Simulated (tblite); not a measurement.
# C5H8OSSi: the cost of one run

Computed with tblite 0.8.0 and PySCF 2.14.0 and routines of our own; the level stands in each step. Atoms count from 0.

## (1) The system as given

16 atoms, charge 0, multiplicity 1; geometry from: force field or distance geometry start.

## (2) Relaxing the molecule with GFN2-xTB, one coordinate held

What the job is given:

```
{"job": {"kind": "relax", "xc": "GFN2-xTB", "basis": "xTB"}, "charge": 0, "multiplicity": 1}
C     -2.090600     2.811900     0.857900
C     -1.380400     2.072100     0.248100
Si    -0.242800     0.893800    -0.673900
O      1.031800     0.363700     0.226900
C      2.061800    -0.349500    -0.323500
C      3.094300    -0.767500     0.395300
S     -1.431900    -0.807700    -1.253800
C     -1.828100    -1.566900     0.341200
H     -2.737800     3.474200     1.392100
H      0.247200     1.538200    -1.913300
H      1.989600    -0.552000    -1.395300
H      2.945100    -1.238400     1.366100
H      4.112300    -0.646800     0.051800
H     -2.432300    -2.468100     0.158800
H     -0.928900    -1.860200     0.870100
H     -2.416200    -0.886100     0.975300
```

On the command line:

```sh
$ OMP_NUM_THREADS=1 python excited_run.py task.json out
```

This one command runs all jobs of the session in turn.

**Question.** How long does this first job take on 1 thread of Intel Xeon at 2.50GHz, shared host, and how much memory does it need?

About 6.9 s, with a peak of 0.18 GiB.
